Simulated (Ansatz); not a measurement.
# H7PSi2Te: inversion of the pyramid at P3, part 2 of 2

Aim: the minimum-energy path and barrier of the inversion of the pyramid at P3. The ends are relaxed first, then joined by a nudged elastic band. SMILES of the start: [SiH3][SiH](P)[TeH].

Ansatz 0.2.0; RHF/def2-SVP.

**7. Another band, settings changed**

crystal.atoms is end A as relaxed above, and neb.final_atoms is end B, turned to lie on A. With 5 inner images the band has 7 in all.

input.yaml

```yaml
crystal:
  periodic: [false, false, false]
  atoms:
    - { symbol: Si, position_ang: [-1.052345, 1.26265, 0.460524] }
    - { symbol: Si, position_ang: [0.13093, -0.27398, -0.899319] }
    - { symbol: P, position_ang: [2.307036, -0.60583, -0.283579] }
    - { symbol: Te, position_ang: [-1.077764, -2.504394, -0.950685] }
    - { symbol: H, position_ang: [-2.408802, 1.494805, -0.08829] }
    - { symbol: H, position_ang: [-1.160797, 0.704988, 1.830469] }
    - { symbol: H, position_ang: [-0.318488, 2.551425, 0.521953] }
    - { symbol: H, position_ang: [0.124726, 0.164508, -2.315014] }
    - { symbol: H, position_ang: [2.016783, -0.959956, 1.05344] }
    - { symbol: H, position_ang: [2.600612, 0.750226, -0.002701] }
    - { symbol: H, position_ang: [-1.096491, -2.641343, 0.693703] }
basis:
  gaussian: { orbitals: def2-SVP }
hamiltonian:
  xc: hf
neb:
  order_check: false
  images: 5
  f_tol: 0.2
  max_iterations: 60
  initial_path: idpp
  final_atoms:
    - { symbol: Si, position_ang: [-1.20939688, 1.3391787, 0.45542205] }
    - { symbol: Si, position_ang: [0.14393035, -0.26619701, -0.64163994] }
    - { symbol: P, position_ang: [2.10698479, -0.54528391, 0.49065338] }
    - { symbol: Te, position_ang: [-1.06737253, -2.49133994, -0.77287406] }
    - { symbol: H, position_ang: [-2.43005598, 1.58877695, -0.34578688] }
    - { symbol: H, position_ang: [-1.58686967, 0.82384673, 1.79276732] }
    - { symbol: H, position_ang: [-0.46234366, 2.61137701, 0.62111588] }
    - { symbol: H, position_ang: [0.34846407, 0.10136892, -2.06324596] }
    - { symbol: H, position_ang: [2.75778013, -1.29447692, -0.51286736] }
    - { symbol: H, position_ang: [2.66570348, 0.70403901, 0.13153045] }
    - { symbol: H, position_ang: [-1.2014241, -2.62819053, 0.86542611] }
```

Started as:

```sh
> ansatz run input.yaml --threads 2 --pin off --max-ram 3072MiB --backend cpu --events-out ev --progress --plain --runs-dir out
```

The log of the run, cut to the lines that bear on the results:

```text
Warning: RAYON_NUM_THREADS=2 ignored (pool sized by the plan → 2); use --threads N
[...]
Functional definition: HF
[...]
1288 factors; integrals over basis functions are off by at most 2.5e-4 eV
[...]
mean field -32365.14251955 eV, -1189.3970497121 hartree, gradient 1.3e-5 eV, S^2 0.000000; 0 other end points of the search recorded, 0 dependent functions left out
[...]
reference -32365.14251955 eV, -1189.3970497121 hartree; 37, 37 occupied and 78, 78 virtual orbitals, 1288 factors
1288 factors; integrals over basis functions are off by at most 3.5e-4 eV
[...]
mean field -32365.14998780 eV, -1189.3973241650 hartree, gradient 1.1e-5 eV, S^2 0.000000; 0 other end points of the search recorded, 0 dependent functions left out
[...]
reference -32365.14998780 eV, -1189.3973241650 hartree; 37, 37 occupied and 78, 78 virtual orbitals, 1288 factors
[...]
mean field -32365.11310830 eV, -1189.3959688684 hartree, gradient 1.1e-5 eV, S^2 0.000000; 0 other end points of the search recorded, 0 dependent functions left out
[...]
reference -32365.11310830 eV, -1189.3959688684 hartree; 37, 37 occupied and 78, 78 virtual orbitals, 1288 factors
[...]
1288 factors; integrals over basis functions are off by at most 2.9e-4 eV
[...]
mean field -32364.97457276 eV, -1189.3908777812 hartree, gradient 9.5e-6 eV, S^2 0.000000; 0 other end points of the search recorded, 0 dependent functions left out
[...]
reference -32364.97457276 eV, -1189.3908777812 hartree; 37, 37 occupied and 78, 78 virtual orbitals, 1288 factors
[...]
1288 factors; integrals over basis functions are off by at most 3.4e-4 eV
mean field -32364.04968822 eV, -1189.3568889013 hartree, gradient 9.9e-6 eV, S^2 0.000000; 0 other end points of the search recorded, 0 dependent functions left out
[...]
reference -32364.04968822 eV, -1189.3568889013 hartree; 37, 37 occupied and 78, 78 virtual orbitals, 1288 factors
[...]
1288 factors; integrals over basis functions are off by at most 6.6e-4 eV
```

**8. More of the same log: band between the two ends**

The log, continued, cut to the lines that bear on the results:

```text
mean field -32364.65158710 eV, -1189.3790082773 hartree, gradient 9.9e-6 eV, S^2 0.000000; 0 other end points of the search recorded, 0 dependent functions left out
[...]
reference -32364.65158710 eV, -1189.3790082773 hartree; 37, 37 occupied and 78, 78 virtual orbitals, 1288 factors
[...]
1288 factors; integrals over basis functions are off by at most 5.7e-4 eV
mean field -32365.09095501 eV, -1189.3951547500 hartree, gradient 1.2e-5 eV, S^2 0.000000; 0 other end points of the search recorded, 0 dependent functions left out
[...]
reference -32365.09095501 eV, -1189.3951547500 hartree; 37, 37 occupied and 78, 78 virtual orbitals, 1288 factors
NEB iter   3: max|band force component| = 5.488e-1 eV/Å  barrier→ = 1.0928 eV  barrier← = 1.1003 eV  Δτ_max = 0.0808 Å  (145 SCF iters)
[...]
Atom 2 at     2.043734    -0.374050     0.131556 Å, force    -0.111810    -0.021535     0.000811 eV/Å
Atom 3 at    -0.933328    -2.583968    -0.700010 Å, force    -0.045088    -0.017958     0.101177 eV/Å
Atom 4 at    -2.491578     1.659310    -0.424827 Å, force     0.027003    -0.027047    -0.015034 eV/Å
Atom 5 at    -1.469454     0.901059     1.640845 Å, force    -0.022924     0.020678    -0.005911 eV/Å
Atom 6 at    -0.416863     2.642440     0.334760 Å, force    -0.012485    -0.019675    -0.006469 eV/Å
Atom 7 at     0.141324    -0.049933    -2.298026 Å, force    -0.041164     0.028999    -0.045062 eV/Å
Atom 8 at     2.612718    -1.575173     0.512978 Å, force     0.087809    -0.034016    -0.013818 eV/Å
Atom 9 at     2.799003     0.741743     0.451867 Å, force     0.042997     0.027925     0.047130 eV/Å
Atom 10 at    -1.082792    -2.529674     0.943497 Å, force    -0.004263    -0.021918    -0.040981 eV/Å
Dipole moment:     0.048186     0.144266     0.085083 e Å
this run last wrote the band of iteration 5 to <dir>
```

Wall time 70 s (2 threads of Arm Neoverse V1, shared host); peak memory 0.29 GiB.

**9. What the band shows**

The 5 inner images lie between the fixed ends 0 and 6. Energy is taken from image 0, and the path length is the program's own coordinate along the band.

```tsv
image	path (Å)	energy (eV)	sum of angles at P3 (°)	band force (eV/Å)
0	0.000	0.0000	287.4	-
1	0.598	0.0227	291.0	0.058
2	1.195	0.1846	314.5	0.103
3*	1.793	1.1008	360.0	0.102
4	2.285	0.3535	329.9	0.181
5	2.778	0.0282	295.8	0.088
6	3.270	-0.0075	288.4	-
```

The star marks the climbing image.

image, energy (eV) and a bar:
```
        0      0.000 
        1      0.023 #
        2      0.185 #####
        3      1.101 ##############################
        4      0.353 ##########
        5      0.028 #
        6     -0.007
```

**10. Summary of results**

The summary covers parts 1 to 2.

| quantity | value |
| --- | --- |
| end A | 7 moves, 0.686 eV lower |
| end B | 13 moves, 0.837 eV lower |
| first band: barrier forwards | 1.07 eV |
| first band: barrier backwards | 1.08 eV |
| first band: second end relative to first | -0.007 eV |
| first band: highest image | 3 of 0 to 6, climbing |
| first band: band iterations | 20 |
| imaginary modes at the top | 779i cm⁻¹ |
| second band | top 1.101 eV above image 0, 5 iterations, 5 inner images |
| time, first and second band | 3.7 min and 70 s |

In the first band: the top lies 1.07 eV above the first end, or 41 kT at room temperature, which at an assumed attempt frequency of 10^13 s⁻¹ means a rate near 10^-5 s⁻¹. Both ends agree in energy to 8 meV. One imaginary mode, as a first-order saddle point has. The second band's top lies 29 meV above the first's. As for the second band: the force threshold is loose, so the band stops early. These are electronic energies, with no zero-point or thermal terms.
